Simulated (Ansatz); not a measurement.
# TaGeO3: the cost of one run

Method: DFT PBEsol, scalar-relativistic, plane waves, PAW, in Ansatz 0.2.0.

### 1 The system as given

It takes space group Pm-3m (No. 221, cubic). The conventional cell has a = 3.764 Å, b = 3.764 Å, c = 3.764 Å, α = 90.00°, β = 90.00°, γ = 90.00°. Ta (site symmetry m-3m) has 6 O at 1.88 Å as nearest neighbours. Ge (site symmetry m-3m) has 12 O at 2.66 Å as nearest neighbours. O (site symmetry 4/mmm) is surrounded by 2 Ta at 1.88 Å and 4 Ge at 2.66 Å.

As a file:

```xyz
5
Lattice="3.7637 0.0000 0.0000 0.0000 3.7637 0.0000 0.0000 0.0000 3.7637" Properties=species:S:1:pos:R:3 pbc="T T T"
Ta    1.8818    1.8818    1.8818
Ge    0.0000    0.0000    0.0000
O     0.0000    1.8818    1.8818
O     1.8818    0.0000    1.8818
O     1.8818    1.8818    0.0000
```

The cell was made up by rule, so the compound may not exist in this form.

(A quick probe on a coarse mesh, which set the mesh and smearing, is not shown.)

### 3 Rough relaxation on the coarse mesh

Contents of input.yaml:

```yaml
crystal:
  lattice:
    - [3.7636765286, 0.0, 0.0]
    - [0.0, 3.7636765286, 0.0]
    - [0.0, 0.0, 3.7636765286]
  atoms:
    - { symbol: Ta, position: [0.5, 0.5, 0.5] }
    - { symbol: Ge, position: [0.0, 0.0, 0.0] }
    - { symbol: O, position: [0.0, 0.5, 0.5] }
    - { symbol: O, position: [0.5, 0.0, 0.5] }
    - { symbol: O, position: [0.5, 0.5, 0.0] }
basis:
  ecutwfc: 420
kpoints:
  mp_grid: { grid: [6, 6, 6] }
hamiltonian:
  xc: pbesol
scf:
  occupations: { method: gaussian, width: 0.1 }
output:
  forces: true
  stress: true
  eigenvalues: true
relax:
  adjacent_minimum: "off"
  f_tol: 0.05
  max_steps: 80
  cell: { stress_tol: 0.5 }
```

Q: Estimate wall time and peak memory on 1 thread of an x86-64 CPU, shared host.

About 12 s, with a peak of 0.42 GiB.
